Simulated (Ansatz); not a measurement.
# C2H7GaOSi: small, medium and large basis sets

The task here is to estimate one member of a computed series from the others.

Computed with Ansatz 0.2.0, Gaussian basis. Level: one geometry, several basis sets.

Levels to be run: PBE0-D4/def2-SVP; ωB97M-V/def2-SVP; PBE0-D4/def2-QZVPP; ωB97M-V/def2-QZVPP; the functionals' def2-TZVPP values are taken from earlier runs.

### Structure used throughout

The geometry comes from an earlier relaxation with PBE0-D4 in a triple-zeta def2 set; it is a stationary point, not always the lowest conformer.

SMILES `C=[CH][Ga]([OH])[SiH3]`, 12 atoms, charge 0, spin multiplicity 1.

Atoms are counted from 1 here; the program's logs count them from 0.

Bond lengths: C1–C2 1.333 Å, C1–H6 1.088 Å, C1–H7 1.088 Å, C2–Ga3 1.953 Å, C2–H8 1.089 Å, Ga3–O4 1.796 Å, Ga3–Si5 2.403 Å, O4–H9 0.959 Å, Si5–H10 1.488 Å, Si5–H11 1.489 Å, Si5–H12 1.488 Å. Angles: C2–C1–H6 122.6°, C2–C1–H7 122.0°, H6–C1–H7 115.5°, C1–C2–Ga3 120.7°, C1–C2–H8 117.8°, Ga3–C2–H8 121.5°, C2–Ga3–O4 118.7°, C2–Ga3–Si5 127.0°, O4–Ga3–Si5 114.2°, Ga3–O4–H9 114.4°, Ga3–Si5–H10 110.6°, Ga3–Si5–H11 111.4°, Ga3–Si5–H12 110.6°, H10–Si5–H11 107.9°, H10–Si5–H12 108.3°, H11–Si5–H12 107.9°.

The first run:

The input, in.yaml:

```yaml
crystal:
  periodic: [false, false, false]
  atoms:
    - {symbol: C, position_ang: [-2.124527, -0.540297, -0.524393]}
    - {symbol: C, position_ang: [-1.555922, -0.191642, 0.629196]}
    - {symbol: Ga, position_ang: [0.352570, 0.216095, 0.715696]}
    - {symbol: O, position_ang: [1.065826, 0.680166, 2.296986]}
    - {symbol: Si, position_ang: [1.926060, 0.172733, -1.099974]}
    - {symbol: H, position_ang: [-3.183916, -0.773930, -0.608463]}
    - {symbol: H, position_ang: [-1.555419, -0.610229, -1.448857]}
    - {symbol: H, position_ang: [-2.189342, -0.142907, 1.514213]}
    - {symbol: H, position_ang: [0.439856, 0.698433, 3.023899]}
    - {symbol: H, position_ang: [3.016398, -0.802018, -0.824810]}
    - {symbol: H, position_ang: [1.271391, -0.222034, -2.378266]}
    - {symbol: H, position_ang: [2.537025, 1.515631, -1.295217]}
basis:
  gaussian: {orbitals: def2-SVP}
hamiltonian: {xc: pbe0, dispersion: d4}
output: {orbitals: {seedname: orbitals}}
```

Started as:

```sh
$ ansatz run in.yaml --threads 4 --pin off --events-out ev --progress --plain --max-ram 10444MiB
```

Steps of the session up to this table: PBE0-D4 in def2-SVP; ωB97M-V in def2-SVP; PBE0-D4 in def2-QZVPP; ωB97M-V in def2-QZVPP.

One of the session's tables, all rows but one given; the rest of the session is left out.

It belongs to the step «Functionals by basis». 

```
functional       basis  HOMO (eV)  LUMO (eV)
   PBE0-D4    def2-SVP      -7.54      -1.45
   PBE0-D4  def2-TZVPP          ?          ?
   PBE0-D4  def2-QZVPP      -7.59      -1.59
   ωB97M-V    def2-SVP      -9.58       0.41
   ωB97M-V  def2-TZVPP      -9.63       0.26
   ωB97M-V  def2-QZVPP      -9.66       0.17
```

Q: Estimate the row for PBE0-D4, def2-TZVPP from the others.

As computed: HOMO (eV): -7.57; LUMO (eV): -1.55. In the column «HOMO (eV)» it lies between PBE0-D4, def2-QZVPP (-7.59) and PBE0-D4, def2-SVP (-7.54).
